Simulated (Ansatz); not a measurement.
# Ag: a strain scan

This session takes Ag and sets out to see how energy and stress answer to the strain pattern (1, 1, 0, 0, 0, 0).

Program: Ansatz 0.2.0. Level of theory: DFT PBEsol, scalar-relativistic, plane waves, PAW. These are calculated values, not measurements.

## Step 1: The system as given

Symmetry: Fm-3m, No. 225, cubic system. The conventional cell has a = 4.086 Å, b = 4.086 Å, c = 4.086 Å, α = 90.00°, β = 90.00°, γ = 90.00°. Ag (site symmetry m-3m) has 12 Ag at 2.89 Å as nearest neighbours.

As a file:

```cif
data_structure
_symmetry_space_group_name_H-M 'Fm-3m'
_symmetry_Int_Tables_number 225
_cell_length_a 4.0862
_cell_length_b 4.0862
_cell_length_c 4.0862
_cell_angle_alpha 90.000
_cell_angle_beta 90.000
_cell_angle_gamma 90.000
_cell_volume 68.23
loop_
_atom_site_label
_atom_site_type_symbol
_atom_site_symmetry_multiplicity
_atom_site_Wyckoff_symbol
_atom_site_fract_x
_atom_site_fract_y
_atom_site_fract_z
_atom_site_occupancy
Ag1 Ag 4 a 0.00000 0.00000 0.00000 1
```

No relaxation comes first: the listed cell is the starting point.

## Step 2: The reference cell

Reference values: F = -7522.2478 eV; pressure -2.62 GPa; largest force 0.000 eV/Å; gap on the mesh none (metal). It was computed beforehand with the settings of the runs below.

## Step 3: Next: a strain scan

The cell is strained by ε times the Voigt pattern (1, 1, 0, 0, 0, 0) (xx, yy, zz, yz, xz, xy; engineering shear), with fractional coordinates fixed (clamped ions). The stress on the pattern is the sum of the stress components weighted by it, tension positive.

## Step 4: At ε = -0.1500

File input.yaml:

```yaml
crystal:
  lattice:
    - [0.0, 1.736635, 2.0431]
    - [1.736635, 0.0, 2.0431]
    - [1.736635, 1.736635, 0.0]
  atoms:
    - { symbol: Ag, position: [0.0, 0.0, 0.0] }
basis:
  ecutwfc: 420
kpoints:
  mp_grid: { grid: [20, 20, 20] }
hamiltonian:
  xc: pbesol
scf:
  occupations: { method: gaussian, width: 0.15 }
output:
  forces: true
  stress: true
  eigenvalues: true
```

Launch:

```
> ansatz run input.yaml --threads 1 --pin off --max-ram 2560MiB --backend cpu --events-out ev --progress --plain --runs-dir out
```

## Step 5: ε = 0.1125

Changes to input.yaml since step 4:

```diff
@@ -2,5 +2,5 @@
   lattice:
-    - [0.0, 1.736635, 2.0431]
-    - [1.736635, 0.0, 2.0431]
-    - [1.736635, 1.736635, 0.0]
+    - [0.0, 2.27294875, 2.0431]
+    - [2.27294875, 0.0, 2.0431]
+    - [2.27294875, 2.27294875, 0.0]
   atoms:
```

## Step 6: At ε = -0.0750

Changes to input.yaml since step 5:

```diff
@@ -2,5 +2,5 @@
   lattice:
-    - [0.0, 2.27294875, 2.0431]
-    - [2.27294875, 0.0, 2.0431]
-    - [2.27294875, 2.27294875, 0.0]
+    - [0.0, 1.8898675, 2.0431]
+    - [1.8898675, 0.0, 2.0431]
+    - [1.8898675, 1.8898675, 0.0]
   atoms:
```

## Step 7: At ε = 0.0375

Changes to input.yaml since step 6:

```diff
@@ -2,5 +2,5 @@
   lattice:
-    - [0.0, 1.8898675, 2.0431]
-    - [1.8898675, 0.0, 2.0431]
-    - [1.8898675, 1.8898675, 0.0]
+    - [0.0, 2.11971625, 2.0431]
+    - [2.11971625, 0.0, 2.0431]
+    - [2.11971625, 2.11971625, 0.0]
   atoms:
```

## Step 8: Point ε = 0.1500

Changes to input.yaml since step 7:

```diff
@@ -2,5 +2,5 @@
   lattice:
-    - [0.0, 2.11971625, 2.0431]
-    - [2.11971625, 0.0, 2.0431]
-    - [2.11971625, 2.11971625, 0.0]
+    - [0.0, 2.349565, 2.0431]
+    - [2.349565, 0.0, 2.0431]
+    - [2.349565, 2.349565, 0.0]
   atoms:
```

## Step 9: ε = -0.1125

Changes to input.yaml since step 8:

```diff
@@ -2,5 +2,5 @@
   lattice:
-    - [0.0, 2.349565, 2.0431]
-    - [2.349565, 0.0, 2.0431]
-    - [2.349565, 2.349565, 0.0]
+    - [0.0, 1.81325125, 2.0431]
+    - [1.81325125, 0.0, 2.0431]
+    - [1.81325125, 1.81325125, 0.0]
   atoms:
```

## Step 10: At ε = 0.0750

Changes to input.yaml since step 9:

```diff
@@ -2,5 +2,5 @@
   lattice:
-    - [0.0, 1.81325125, 2.0431]
-    - [1.81325125, 0.0, 2.0431]
-    - [1.81325125, 1.81325125, 0.0]
+    - [0.0, 2.1963325, 2.0431]
+    - [2.1963325, 0.0, 2.0431]
+    - [2.1963325, 2.1963325, 0.0]
   atoms:
```

## Step 11: Point ε = -0.0375

Changes to input.yaml since step 10:

```diff
@@ -2,5 +2,5 @@
   lattice:
-    - [0.0, 2.1963325, 2.0431]
-    - [2.1963325, 0.0, 2.0431]
-    - [2.1963325, 2.1963325, 0.0]
+    - [0.0, 1.96648375, 2.0431]
+    - [1.96648375, 0.0, 2.0431]
+    - [1.96648375, 1.96648375, 0.0]
   atoms:
```

## Step 12: ε = 0.1312

Changes to input.yaml since step 11:

```diff
@@ -2,5 +2,5 @@
   lattice:
-    - [0.0, 1.96648375, 2.0431]
-    - [1.96648375, 0.0, 2.0431]
-    - [1.96648375, 1.96648375, 0.0]
+    - [0.0, 2.31115472, 2.0431]
+    - [2.31115472, 0.0, 2.0431]
+    - [2.31115472, 2.31115472, 0.0]
   atoms:
```

(Steps that only read results are left out.)

What does the calculation give? Wanted: slope of the stress at ε = 0, over ±0.0375.

As calculated:

| quantity | value |
| --- | --- |
| slope of the stress at ε = 0, over ±0.0375 | 459 GPa |

What this shows: The slope of the stress at zero strain, 459 GPa, estimates C11 + C22 + 2 C12 with clamped ions in this Cartesian frame. The step is wide, so higher orders mix in. The reference stands under -2.6 GPa, so this is no zero-stress constant. The undisturbed cell stays the lowest of the sampled points. Compression costs more than tension: 927.0 against 396.2 meV/atom at the ends.
